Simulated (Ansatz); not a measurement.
Crystal: NiPdO2.

```xyz
4
Lattice="1.6360 0.9445 6.1767 -1.6360 0.9445 6.1767 0.0000 -1.8891 6.1767" Properties=species:S:1:pos:R:3 pbc="T T T"
Pd    0.0000    0.0000    0.0000
Ni    0.0000    0.0000    9.2651
O     0.0000    0.0000    1.9753
O     0.0000    0.0000   16.5549
```

The cell was built by a generator and needn't be a form met in nature.

Base run:

* Program: Ansatz 0.2.0
* Functional: r2SCAN
* Potentials or basis: Ansatz PAW
* Cutoff: 500 eV (not typed: the program's choice for these potentials)
* k mesh: 7 × 7 × 7
* Occupations: gaussian, width 0.05 eV
* Spin: no spin polarisation
* Hubbard terms: Ni d U = 6 eV, Pd d U = 6 eV

Its results: pressure -24.6 GPa; largest force 2.442 eV/Å.

**Question.** The run is repeated on the same cell with these changes: spin from no spin polarisation to collinear spin, ferromagnetic start; fixed moment from none to 4 μB. What comes out?

**Answer.** Pressure -12.7 GPa; site moments Pd +0.97; Ni +1.82; O +0.39 μB; largest force 0.496 eV/Å.

Caveats: the PAW data sets come from PBE, with cores solved anew for the run's functional, which leaves a small shift of forces and pressure; U without spin polarisation on a metal has little footing (some runs); forces of over 1 eV/Å show positions far from the minimum, so gaps and moduli don't describe the material at rest (some runs); the magnetic or orbital state may not be the lowest (some runs); the total moment is fixed, so each spin has its own Fermi level (some runs); a cell with one magnetic atom can't hold antiferromagnetic order, which such compounds often take (some runs); the thresholds are loose for stress (some runs).
